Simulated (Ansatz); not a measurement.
# RuAu under changes of volume

One of the cells (15.849 Å³/atom); the others are scaled copies at fixed shape and fractional positions:

```
Ru Au
1.0
     3.16481    0.00000    0.00000
     0.00000    3.16481    0.00000
     0.00000    0.00000    3.16481
Ru Au
1 1
Cartesian
  0.0000 0.0000 0.0000
  1.5824 1.5824 1.5824
```

The cell was built by a generator and needn't be a form met in nature.

| Quantity | Value |
| --- | --- |
| Program | Ansatz 0.2.0 |
| Functional | PBE |
| Potentials or basis | all-electron LAPW, scalar-relativistic |
| Cutoff | 290 eV (chosen from the basis error) |
| Basis error allowed | 0.0005 eV/atom |
| k mesh | 8 × 8 × 8 |
| Occupations | fermi-dirac, width 0.05 eV |
| Spin | no spin polarisation |

| volume (Å³/atom) | energy over the lowest point (meV/atom) | pressure (GPa) |
| --- | --- | --- |
| 14.898 | ? | ? |
| 15.215 | 19.20 | 9.9 |
| 15.532 | 4.89 | 4.8 |
| 15.849 | 0.00 | 0.4 |
| 16.166 | 3.41 | -3.6 |
| 16.483 | 14.13 | -7.0 |
| 16.800 | 31.28 | -10.1 |

Q: What does the run at 14.898 Å³/atom give?

A: Energy over the lowest point 44.15 meV/atom; pressure 15.6 GPa.

Worked out: A Birch-Murnaghan fit of order 3 (a polynomial in V^(-2/3)) to the other rows has its minimum at 15.87 Å³/atom with B0 = V·E''(V) = 208 GPa and B' = 5.4. It gives 44.21 meV/atom at 14.898 Å³/atom, against the run's 44.15, and -dE/dV = 15.6 GPa, against 15.6.

Energies are extrapolated to zero smearing.

The runs don't all hold the same shells in valence.
